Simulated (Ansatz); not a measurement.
# H2SiW: the cost of one run

Computed with Ansatz 0.2.0, Gaussian basis. Level: def2-SVP, all electrons in the functionals, frozen cores in the correlation of double hybrids and RPA.

The runs, in order: wB97M-V, B2PLYP, PBE-QIDH, RKS PBE0, RPA-PBE, at charge 0, singlet; charge 0, triplet; charge 1, doublet; displaced geometry v1; displaced geometry v2 (not every functional at every point).

19 further runs of the same task are left out: 4 for a known fault of the program, 10 that didn't finish, 5 set aside as unsound or not needed. Runs told in other sessions of the task aren't counted.

## Step 1: What is computed

The geometry is a PBE0/def2-TZVP stationary point (not a proven minimum). No spin-orbit coupling is included. Elements past krypton take def2 core potentials.

4 atoms, charge 0, spin multiplicity 1.

Atoms are counted from 1 here; the program's logs count them from 0.

Bond lengths: W1–Si2 2.235 Å, Si2–H3 1.502 Å, Si2–H4 1.505 Å. Angles: W1–Si2–H3 131.6°, W1–Si2–H4 124.1°, H3–Si2–H4 104.3°.

No dispersion term is added; wB97M-V holds VV10 nonlocal correlation.

The geometry shown and the zero of energy belong to the point charge 0, singlet. The yardstick, RCCSD(T), and other wave-function levels (R restricted, U unrestricted, valence and pair active spaces) come from earlier runs.

## Step 2: wB97M-V, charge 0, singlet

The input, in.yaml:

```yaml
crystal:
  periodic: [false, false, false]
  atoms:
    - {symbol: W, position_ang: [0.000000, -0.000119, 0.323103]}
    - {symbol: Si, position_ang: [0.000000, 0.004683, -1.911682]}
    - {symbol: H, position_ang: [0.000000, 1.130796, -2.905601]}
    - {symbol: H, position_ang: [0.000000, -1.239526, -2.758111]}
basis:
  gaussian: {orbitals: def2-SVP}
magnetization: {spin_polarized: true, initial_magnetization: 0}
hamiltonian: {xc: {name: wB97M-V}}
output: {forces: true, orbitals: {seedname: orbitals}}
```

Run with:

```
> ansatz run in.yaml --threads 1 --pin off --events-out ev --progress --plain --max-ram 2393MiB
```

**Question.** How long does this run take on 1 thread of Arm Neoverse V1, shared host, and how much memory does it need?

About 4.1 min, with a peak of 0.33 GiB.
